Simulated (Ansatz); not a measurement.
# Sn5Se8S2: the cost of one run

Method: DFT PBE+D3(BJ), scalar-relativistic, plane waves, PAW, in Ansatz 0.2.0.

That is the level of the relaxation; later steps name their own.

## Step 1: Starting point

The structure is monoclinic, space group Cm (No. 8). The conventional cell has a = 6.539 Å, b = 18.875 Å, c = 6.087 Å, α = 90.00°, β = 90.00°, γ = 90.00°. Sn (site symmetry 1) is surrounded by 5 Se at 2.66 Å and 1 S at 2.66 Å. Sn (site symmetry m) has 4 Se at 2.66 Å and 2 S at 2.66 Å as nearest neighbours. Se (site symmetry 1) has 3 Sn at 2.66 Å as nearest neighbours. Around Se (site symmetry m) lie 3 Sn at 2.66 Å. Only part of the 9 independent sites is listed.

Coordinates:

```
Sn Se S
1.0
     0.00000    0.00000   -6.08739
     0.00000   -6.53858    0.00000
    -9.43763    3.26929    0.00000
Sn Se S
5 8 2
Direct
  0.00000 0.80000 0.60000
  0.00000 0.40000 0.80000
  0.00000 0.60000 0.20000
  0.00000 0.20000 0.40000
  0.00000 0.00000 0.00000
  0.75000 0.46667 0.60000
  0.75000 0.06667 0.80000
  0.75000 0.26667 0.20000
  0.75000 0.86667 0.40000
  0.75000 0.66667 0.00000
  0.25000 0.53333 0.40000
  0.25000 0.13333 0.60000
  0.25000 0.33333 0.00000
  0.25000 0.93333 0.20000
  0.25000 0.73333 0.80000
```

(A quick probe on a coarse mesh, which set the mesh and smearing, is not shown.)

## Step 3: Coarse relaxation

Contents of input.yaml:

```yaml
crystal:
  lattice:
    - [0.0, 0.0, -6.08738824]
    - [0.0, -6.53858206, 0.0]
    - [-9.43763028, 3.26929103, 0.0]
  atoms:
    - { symbol: Sn, position: [0.0, 0.8, 0.6] }
    - { symbol: Sn, position: [0.0, 0.4, 0.8] }
    - { symbol: Sn, position: [0.0, 0.6, 0.2] }
    - { symbol: Sn, position: [0.0, 0.2, 0.4] }
    - { symbol: Sn, position: [0.0, 0.0, 0.0] }
    - { symbol: Se, position: [0.75, 0.46666667, 0.6] }
    - { symbol: Se, position: [0.75, 0.06666667, 0.8] }
    - { symbol: Se, position: [0.75, 0.26666667, 0.2] }
    - { symbol: Se, position: [0.75, 0.86666667, 0.4] }
    - { symbol: Se, position: [0.75, 0.66666667, 0.0] }
    - { symbol: Se, position: [0.25, 0.53333333, 0.4] }
    - { symbol: Se, position: [0.25, 0.13333333, 0.6] }
    - { symbol: Se, position: [0.25, 0.33333333, 1.0] }
    - { symbol: S, position: [0.25, 0.93333333, 0.2] }
    - { symbol: S, position: [0.25, 0.73333333, 0.8] }
basis:
  ecutwfc: 420
kpoints:
  mp_grid: { grid: [4, 4, 4] }
hamiltonian:
  xc: pbe
  dispersion: d3bj
scf:
  occupations: { method: gaussian, width: 0.1 }
output:
  forces: true
  stress: true
  eigenvalues: true
relax:
  adjacent_minimum: "off"
  f_tol: 0.05
  max_steps: 80
  cell: { stress_tol: 0.5 }
```

On the command line:

```bash
ansatz run input.yaml --threads 4 --pin off --max-ram 10240MiB --backend cpu --events-out ev --progress --plain --runs-dir out
```

**Question.** How long does this run take on 4 threads of Intel Xeon at 2.70GHz, shared host, and how much memory does it need?

About 4 min, with a peak of 1.8 GiB.
